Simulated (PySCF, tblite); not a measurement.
**CH₉OSi₃ radical, a small gas-phase stand-in for a defect centre (Si site with back bonds [SiH3], O[SiH3], C): EPR parameters**

Wanted: the EPR parameters for `C[Si]([SiH3])O[SiH3]`. It is drawn as: dangling bond.

Programs: tblite 0.8.0 and PySCF 2.14.0. All values are calculated, for the isolated system unless a continuum is named. Atoms count from 0, parts from 1.

### Step 1. Starting point

14 atoms, charge 0, multiplicity 2; geometry: distance geometry start.

### Step 2. Geometry optimisation with GFN2-xTB

What the job is given:

```
{"job": {"kind": "relax", "xc": "GFN2-xTB", "basis": "xTB"}, "charge": 0, "multiplicity": 2}
Si    -0.238205    -0.081498     0.233722
Si    -1.650110    -1.758185     0.010357
O      1.082153    -0.128232    -0.835773
Si     2.578397     0.271782    -0.165186
C     -1.198184     1.507715     0.200853
H     -2.904588    -1.345910    -0.606830
H     -1.054993    -2.874195    -0.742349
H     -1.935657    -2.222886     1.411825
H      3.616304     0.031776    -1.222646
H      2.979234    -0.540958     1.001501
H      2.736561     1.693150     0.194888
H     -1.060384     2.010592    -0.802767
H     -0.711484     2.203819     0.948616
H     -2.255610     1.311402     0.430033
```

With the program's defaults for keys left out, this is: GFN2-xTB geometry optimisation, gas phase.

Command:

```sh
$ OMP_NUM_THREADS=1 python cluster_run.py task.json out
```

This one command runs all jobs of the session in turn.

**Question.** The jobs that follow are: PBE0-D3(BJ)/def2-SVP geometry optimisation, gas phase; UKS B3LYP, IGLO-III on C O Si, pcH-1 on H, non-relativistic, mean-field spin-orbit, GIAO; UKS BHandHLYP, IGLO-III on C O Si, pcH-1 on H, non-relativistic, mean-field spin-orbit, GIAO. Predict: point group; rotational constants (main isotopes); g(iso) (B3LYP); ⟨S²⟩; largest a(iso).

The runs gave:

```
                            quantity                    value
                         point group                       C1
rotational constants (main isotopes)     3.29, 1.26, 1.00 GHz
                      g(iso) (B3LYP)                  2.00259
                                ⟨S²⟩       0.752 (exact 0.75)
                      largest a(iso)  29Si on Si0, -548.4 MHz
```

In words: The start of the PBE0/def2-SVP relaxation was shaken at random by about 0.01 Å, so part of the energy gained, and of the first lengths quoted, undoes that. Over 7 steps the energy fell by 0.342 eV; of the close pairs, Si0–O2 changed most, 1.602 to 1.664 Å (PBE0/def2-SVP). Si0 carries the largest spin population, 0.83 e. The isotropic g lies 0.3 ppt above the free-electron value. The coupling of 29Si on Si0 runs from -582.1 (BHandHLYP/IGLO-III+pcH-1) to -548.4 MHz (B3LYP/IGLO-III+pcH-1). A capped cluster stands for the solid here, so long-range fields and strain are missing, and bands or shifts of the capping hydrogens have no counterpart in it.
